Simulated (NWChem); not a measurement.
# C2H8BNS (SMILES CCB(N)S): levels of theory compared

Aim: a comparison of 4 runs (HF/STO-3G, HF/3-21G, B3LYP/6-31G*) of C2H8BNS. 

The results are computed with NWChem 7.3.0.

### Step 1. Starting point

C2H8BNS has 13 atoms, charge 0, and is taken as a singlet. As SMILES, `CCB(N)S`. The shape is that of a PBE0-D4/def2-TZVP optimisation. This is one conformer, not always the lowest.

Bond lengths: C1–C2 1.524 Å, C2–B3 1.577 Å, B3–N4 1.396 Å, B3–S5 1.831 Å, C1–H6 1.092 Å, C1–H7 1.094 Å, C1–H8 1.094 Å, C2–H9 1.097 Å, C2–H10 1.097 Å, N4–H11 1.005 Å, N4–H12 1.005 Å, S5–H13 1.341 Å. Some angles: C1–C2–B3 115.9°, C2–B3–N4 121.8°, C2–B3–S5 121.0°, N4–B3–S5 117.1°, C1–C2–H9 109.8°, C1–C2–H10 109.8°, B3–C2–H9 108.1°, B3–C2–H10 108.0°, C2–C1–H6 111.8°, C2–C1–H7 111.5°.

### Step 2. Energy and gradient at HF/STO-3G (run 1)

struct.xyz reads:

```xyz
13
C2H8BNS
C     -1.424100    -0.822600     0.098800
C     -0.461500     0.046400    -0.700900
B      0.870900     0.456700     0.036900
N      1.148200     0.042700     1.341400
S      2.124700     1.502800    -0.791600
H     -2.321700    -1.066900    -0.473800
H     -0.961300    -1.770400     0.389700
H     -1.753400    -0.319500     1.012700
H     -0.969100     0.964300    -1.022200
H     -0.190200    -0.461900    -1.634500
H      0.509900    -0.532500     1.862900
H      1.984100     0.282400     1.845000
H      1.463800     1.643600    -1.949500
```

struct.nw reads:

```
START struct
TITLE "C2H8BNS"
memory 2200 mb

GEOMETRY units angstroms noautosym nocenter noautoz
 load struct.xyz
END

BASIS "ao basis" spherical bse
 * library STO-3G
END

SCF
 thresh 1e-08
 maxiter 80
END

TASK scf gradient
```

Launch:

```console
$ nwchem struct.nw > struct.out
```

Log:

```text
[...]
  functions       =    37
[...]
  wavefunction    = RHF
[...]
         Total SCF energy =   -550.848138056620
      One-electron energy =  -1176.332203434167
      Two-electron energy =    416.510521753219
 Nuclear repulsion energy =    208.973543624327
        Time for solution =      3.2s
[...]
                         RHF ENERGY GRADIENTS
    atom               coordinates                        gradient
                 x          y          z           x          y          z
   1 C      -2.691159  -1.554489   0.186705    0.014811   0.013361  -0.011882
   2 C      -0.872109   0.087683  -1.324509   -0.003080  -0.010851   0.021429
   3 B       1.645762   0.863038   0.069731   -0.027812  -0.012761  -0.005713
   4 N       2.169783   0.080691   2.534878    0.009114  -0.006535   0.026544
   5 S       4.015101   2.839880  -1.495907    0.020143   0.011369  -0.000786
   6 H      -4.387377  -2.016149  -0.895352   -0.004622  -0.002093  -0.001043
   7 H      -1.816594  -3.345571   0.736426    0.001922  -0.006205   0.001867
   8 H      -3.313446  -0.603767   1.913726   -0.002780   0.002434   0.005483
   9 H      -1.831333   1.822263  -1.931678   -0.000777   0.006945  -0.003524
  10 H      -0.359426  -0.872864  -3.088757    0.003557  -0.000972  -0.006939
  11 H       0.963571  -1.006279   3.520371    0.005700   0.007234  -0.009471
[...]
```

Wall time 5.1 s (1 thread of Intel Xeon Platinum 8488C (Sapphire Rapids), shared host); peak memory 0.1 GiB.

### Step 3. Energy and forces at HF/3-21G (run 2)

test.nw reads:

```
start test
memory total 2200 mb

geometry units angstrom noautosym nocenter noautoz
   C     -1.424100    -0.822600     0.098800
   C     -0.461500     0.046400    -0.700900
   B      0.870900     0.456700     0.036900
   N      1.148200     0.042700     1.341400
   S      2.124700     1.502800    -0.791600
   H     -2.321700    -1.066900    -0.473800
   H     -0.961300    -1.770400     0.389700
   H     -1.753400    -0.319500     1.012700
   H     -0.969100     0.964300    -1.022200
   H     -0.190200    -0.461900    -1.634500
   H      0.509900    -0.532500     1.862900
   H      1.984100     0.282400     1.845000
   H      1.463800     1.643600    -1.949500
end

basis spherical bse
   * library 3-21G
end

scf
   thresh 1e-08
   maxiter 80
   noprint "final vectors analysis"
end

task scf gradient
```

Launch:

```console
$ nwchem test.nw > test.out
```

Log:

```text
[...]
  functions       =    65
[...]
  wavefunction    = RHF
[...]
         Total SCF energy =   -554.295314808304
      One-electron energy =  -1176.366755041649
      Two-electron energy =    413.097896609018
 Nuclear repulsion energy =    208.973543624327
        Time for solution =      3.9s
[...]
                         RHF ENERGY GRADIENTS
    atom               coordinates                        gradient
                 x          y          z           x          y          z
   1 C      -2.691159  -1.554489   0.186705    0.011240   0.010700  -0.010362
   2 C      -0.872109   0.087683  -1.324509   -0.003983  -0.009155   0.016258
   3 B       1.645762   0.863038   0.069731    0.009491   0.011176  -0.013762
   4 N       2.169783   0.080691   2.534878   -0.001501   0.003821  -0.010822
   5 S       4.015101   2.839880  -1.495907   -0.008881  -0.008260   0.007840
   6 H      -4.387377  -2.016149  -0.895352   -0.005097  -0.001961  -0.001932
   7 H      -1.816594  -3.345571   0.736426    0.001819  -0.004979   0.001935
   8 H      -3.313446  -0.603767   1.913726   -0.001936   0.001913   0.004826
   9 H      -1.831333   1.822263  -1.931678   -0.000362   0.003888  -0.001788
  10 H      -0.359426  -0.872864  -3.088757    0.002086  -0.000602  -0.003723
  11 H       0.963571  -1.006279   3.520371   -0.003189  -0.002752   0.002361
[...]
```

Run time: 6 s. Hardware: 1 thread of Intel Xeon Platinum 8488C (Sapphire Rapids), shared host; peak memory 0.1 GiB.

### Step 4. Energy and gradient at B3LYP/6-31G(d) (spherical functions) (run 3)

c2h8bns.nw reads:

```
start c2h8bns
title "C2H8BNS"
memory stack 880 mb heap 220 mb global 1100 mb

geometry units angstroms noautosym nocenter noautoz
  C     -1.424100    -0.822600     0.098800
  C     -0.461500     0.046400    -0.700900
  B      0.870900     0.456700     0.036900
  N      1.148200     0.042700     1.341400
  S      2.124700     1.502800    -0.791600
  H     -2.321700    -1.066900    -0.473800
  H     -0.961300    -1.770400     0.389700
  H     -1.753400    -0.319500     1.012700
  H     -0.969100     0.964300    -1.022200
  H     -0.190200    -0.461900    -1.634500
  H      0.509900    -0.532500     1.862900
  H      1.984100     0.282400     1.845000
  H      1.463800     1.643600    -1.949500
end

basis "ao basis" spherical bse
  C library 6-31G*
  B library 6-31G*
  N library 6-31G*
  S library 6-31G*
  H library 6-31G*
end

dft
  xc b3lyp
  grid fine
  convergence energy 1e-08
  maxiter 100
  mulliken
  print medium
end

task dft gradient
```

Launch:

```console
$ nwchem c2h8bns.nw > c2h8bns.out
```

Log:

```text
[...]
          Wavefunction type:  closed shell.
          No. of atoms     :    13
          No. of electrons :    48
[...]
          Charge           :     0
          Spin multiplicity:     1
[...]
          AO basis - number of functions:    90
[...]
              XC Information
              --------------
                         B3LYP Method XC Potential
                     Hartree-Fock (Exact) Exchange  0.200
                        Slater Exchange Functional  0.800 local
                    Becke 1988 Exchange Functional  0.720 non-local
              Lee-Yang-Parr Correlation Functional  0.810
                  VWN I RPA Correlation Functional  0.190 local
[...]
 d= 0,ls=0.0,diis     1   -558.8327933922 -7.68D+02  9.25D-03  5.12D-01     3.3
[...]
 d= 0,ls=0.0,diis    10   -558.8992336560 -2.97D-10  1.50D-07  1.46D-10    26.8
         Total DFT energy =     -558.899233655993
      One electron energy =    -1180.729411873137
           Coulomb energy =      463.511349965054
    Exchange-Corr. energy =      -50.654715372237
 Nuclear repulsion energy =      208.973543624327
[...]
  wavefunction    = closed shell
                         DFT ENERGY GRADIENTS
    atom               coordinates                        gradient
                 x          y          z           x          y          z
   1 C      -2.691159  -1.554489   0.186705    0.002959   0.002394  -0.001571
   2 C      -0.872109   0.087683  -1.324509   -0.001317  -0.001998   0.003016
   3 B       1.645762   0.863038   0.069731    0.001602   0.001448  -0.001313
   4 N       2.169783   0.080691   2.534878    0.000012  -0.000127   0.000276
   5 S       4.015101   2.839880  -1.495907   -0.006543  -0.003716   0.000318
   6 H      -4.387377  -2.016149  -0.895352    0.002298   0.000745   0.001180
   7 H      -1.816594  -3.345571   0.736426   -0.000794   0.002043  -0.000739
   8 H      -3.313446  -0.603767   1.913726    0.000826  -0.000912  -0.002071
   9 H      -1.831333   1.822263  -1.931678    0.001563  -0.001703   0.000785
  10 H      -0.359426  -0.872864  -3.088757   -0.000061   0.001279   0.002054
  11 H       0.963571  -1.006279   3.520371    0.002613   0.002661  -0.002827
[...]
```

It took 36 s on 1 thread of Intel Xeon Platinum 8488C (Sapphire Rapids), shared host; peak memory 0.13 GiB.

### Step 5. Energy and forces at B3LYP/6-31G(d) (Cartesian functions) (run 4)

c2h8bns.xyz reads:

```xyz
13
C2H8BNS
C     -1.424100    -0.822600     0.098800
C     -0.461500     0.046400    -0.700900
B      0.870900     0.456700     0.036900
N      1.148200     0.042700     1.341400
S      2.124700     1.502800    -0.791600
H     -2.321700    -1.066900    -0.473800
H     -0.961300    -1.770400     0.389700
H     -1.753400    -0.319500     1.012700
H     -0.969100     0.964300    -1.022200
H     -0.190200    -0.461900    -1.634500
H      0.509900    -0.532500     1.862900
H      1.984100     0.282400     1.845000
H      1.463800     1.643600    -1.949500
```

run.py reads:

```python
from ase.io import read
from ase.calculators.nwchem import NWChem

atoms = read('c2h8bns.xyz')

calc = NWChem(
    label='c2h8bns',
    theory='dft',
    memory='2200 mb',
    basis='6-31G*',
    dft={'xc': 'b3lyp', 'mult': '1', 'grid': 'fine', 'convergence': 'energy 1e-08', 'iterations': '100', 'mulliken': None},
)
atoms.calc = calc

forces = atoms.get_forces()
print(f"energy = {atoms.get_potential_energy():.6f} eV")
print("forces (eV/A):")
for s, f in zip(atoms.symbols, forces):
    print(f"{s:2s} {f[0]:10.5f} {f[1]:10.5f} {f[2]:10.5f}")
print("dipole (e A):", atoms.get_dipole_moment().round(4))
```

Launch:

```console
$ export ASE_NWCHEM_COMMAND="nwchem PREFIX.nwi > PREFIX.nwo"
$ python run.py
```

Log:

```text
energy = -15208.576314 eV
forces (eV/A):
C    -0.14810   -0.11894    0.07621
C     0.06505    0.09863   -0.14892
B    -0.08891   -0.08279    0.07852
N    -0.00489    0.00874   -0.02473
S     0.34489    0.19726   -0.01985
H    -0.11632   -0.03800   -0.05903
H     0.03949   -0.10295    0.03738
H    -0.04191    0.04556    0.10444
H    -0.07955    0.08515   -0.04006
H     0.00195   -0.06448   -0.10372
H    -0.13077   -0.13524    0.14624
H     0.21489    0.04721    0.16255
H    -0.05595    0.05991   -0.20893
dipole (e A): [-0.2517 -0.241   0.2383]
```

The calculator wrote c2h8bns.nwi:

```
title "c2h8bns"

permanent_dir c2h8bns

scratch_dir c2h8bns

start c2h8bns

geometry units angstrom nocenter noautosym noautoz
  C  -1.4240999999999999e+00 -8.2260000000000000e-01 9.8799999999999999e-02
  C  -4.6150000000000002e-01 4.6399999999999997e-02 -7.0089999999999997e-01
  B  8.7090000000000001e-01 4.5669999999999999e-01 3.6900000000000002e-02
  N  1.1482000000000001e+00 4.2700000000000002e-02 1.3413999999999999e+00
  S  2.1246999999999998e+00 1.5027999999999999e+00 -7.9159999999999997e-01
  H  -2.3216999999999999e+00 -1.0669000000000000e+00 -4.7380000000000000e-01
  H  -9.6130000000000004e-01 -1.7704000000000000e+00 3.8969999999999999e-01
  H  -1.7534000000000001e+00 -3.1950000000000001e-01 1.0126999999999999e+00
  H  -9.6909999999999996e-01 9.6430000000000005e-01 -1.0222000000000000e+00
  H  -1.9020000000000001e-01 -4.6189999999999998e-01 -1.6345000000000001e+00
  H  5.0990000000000002e-01 -5.3249999999999997e-01 1.8629000000000000e+00
  H  1.9841000000000000e+00 2.8239999999999998e-01 1.8450000000000000e+00
  H  1.4638000000000000e+00 1.6435999999999999e+00 -1.9495000000000000e+00
end

memory 2200 mb

basis noprint
   * library 6-31G*
end

dft
  xc b3lyp
  mult 1
  grid fine
  convergence energy 1e-08
  iterations 100
  mulliken
end

task dft gradient
```

c2h8bns.nwo:

```text
Northwest Computational Chemistry Package (NWChem) 7.3.0
             --------------------------------------------------------

           Job information
           ---------------

    nwchem branch   = 7.3.0
    use scalapack   = T
    input           = c2h8bns.nwi
    prefix          = c2h8bns.
    data base       = c2h8bns/c2h8bns.db
    status          = startup
    nproc           =        1

           Memory information
           ------------------

    heap     =     72089596 doubles =      550.0 Mbytes
    stack    =     72089601 doubles =      550.0 Mbytes
    global   =    144179200 doubles =     1100.0 Mbytes (distinct from heap & stack)
    total    =    288358397 doubles =     2200.0 Mbytes
    verify   = yes
    hardfail = no

[... 116 lines left out ...]
  convergence criterion.
[... 42 lines left out ...]
          Spatial weights used:  Erf1
[... 93 lines left out ...]
         Total DFT energy =     -558.904875355992
[... 3 lines left out ...]
 Nuclear repulsion energy =      208.973543624327
[... 732 lines left out ...]
          Convergence on gradient requested:  5.00D-04
[... 29 lines left out ...]
          total energy or number of iterations.
[... 26 lines left out ...]
                         DFT ENERGY GRADIENTS

    atom               coordinates                        gradient
                 x          y          z           x          y          z
   1 C      -2.691159  -1.554489   0.186705    0.002880   0.002313  -0.001482
   2 C      -0.872109   0.087683  -1.324509   -0.001265  -0.001918   0.002896
   3 B       1.645762   0.863038   0.069731    0.001729   0.001610  -0.001527
[... 9 lines of this table left out ...]
  13 H       2.766181   3.105954  -3.684021    0.001088  -0.001165   0.004063

                 ----------------------------------------
                 |  Time  |  1-e(secs)   |  2-e(secs)   |
                 ----------------------------------------
                 |  CPU   |       0.01   |       5.49   |
                 ----------------------------------------
                 |  WALL  |       0.01   |       5.49   |
                 ----------------------------------------

 Task  times  cpu:       39.1s     wall:       39.1s
 Total times  cpu:       39.1s     wall:       39.1s
```

It took 40 s on 1 thread of Intel Xeon Platinum 8488C (Sapphire Rapids), shared host; peak memory 0.13 GiB.

### Step 6. The series

```csv
run,level,iteration cap,module,energy (Eh),dipole moment (D),HOMO energy (eV),LUMO energy (eV),wall time
1,HF/STO-3G,80,scf,-550.848138,1.31,-6.94,9.40,5.1 s
2,HF/3-21G,80,scf,-554.295315,2.63,–,–,6 s
3,B3LYP/6-31G* (spherical functions),100,dft,-558.899234,2.03,-6.51,1.10,36 s
4,B3LYP/6-31G* (Cartesian functions),100,dft,-558.904875,2.03,-6.50,1.10,40 s
```

### Step 7. What came out

```
                       quantity          value
            run 4: total energy  -558.90488 Eh
           run 4: dipole moment         2.03 D
             run 4: HOMO energy       -6.50 eV
             run 4: LUMO energy        1.10 eV
           run 4: HOMO–LUMO gap        7.60 eV
run 4: largest force on an atom     0.398 eV/Å
```

**Reading.** The dipole moment (its size) runs from 1.31 D (HF/STO-3G) to 2.63 D (HF/3-21G). Over runs 1, 3, 4 the HOMO–LUMO gap runs from 7.60 eV (B3LYP/6-31G*) to 16.35 eV (HF/STO-3G). The two ends differ in method and basis. In run 1 the basis is minimal, so the values are rough. All runs together took 87 s, the longest 40 s.
